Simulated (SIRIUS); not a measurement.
The system is HPbNO4.

```
H Pb N O
1.0
     3.85404    0.14384    0.09012
    -0.25320    5.52698    0.16471
    -0.48197   -1.92720    5.72025
H Pb N O
1 1 1 4
Cartesian
  -0.0083 2.5983 3.2335
  2.1473 2.6778 1.0046
  2.8237 3.6046 5.7249
  -0.4057 -0.9417 5.0623
  2.7256 -0.0852 0.8025
  -0.5912 2.3982 5.1009
  0.1280 2.5704 2.2622
```

The cell was built by a generator and needn't be a form met in nature.

| Item | Value |
| --- | --- |
| Program | SIRIUS 7.12.0 |
| Task | single point |
| Functional | PBE |
| Potentials or basis | PseudoDojo 0.4.1 PBE standard (scalar relativistic) |
| Cutoff | 1152 eV |
| Density cutoff | 4606 eV |
| k mesh | 7 × 5 × 5 |
| Occupations | fermi-dirac, width 0.05 eV |
| Spin | no spin polarisation |

On this cell: pressure 0.0 GPa; largest force 0.209 eV/Å; band gap on the k mesh 3.13 eV.

The same run follows on a disturbed copy (atoms moved at random, drawn with an rms of 0.05 Å):

```
H Pb N O
1.0
     3.85404    0.14384    0.09012
    -0.25320    5.52698    0.16471
    -0.48197   -1.92720    5.72025
H Pb N O
1 1 1 4
Direct
  0.09417 0.65249 0.55005
  0.60528 0.51564 0.15510
  0.92822 0.96629 0.95871
  0.01648 0.12958 0.87762
  0.70978 0.00114 0.12867
  0.00782 0.74454 0.86968
  0.10479 0.58988 0.37446
```

Q: What changes?

A: The energy moves by +38.2 meV/atom; pressure 0.6 GPa; largest force 3.580 eV/Å; band gap on the k mesh 3.21 eV.

Forces on the atoms (eV/Å):
```
H    0.265  0.018 -1.604
Pb  -0.257  0.122 -0.258
N   -2.529 -2.278  1.108
O    0.396  2.624  0.040
O    1.384  1.031 -0.876
O    0.688 -1.503 -0.347
O    0.055 -0.013  1.937
```

Stress tensor (GPa, compression positive):
```
-0.40 -0.86  2.03
-0.86  4.86  0.99
 2.03  0.99 -2.69
```

Caveats: spin-orbit coupling is left out, which as a rule narrows the gap of such compounds by several tenths of an eV; an odd mesh through Γ misses points on the zone boundary, where band edges often lie.
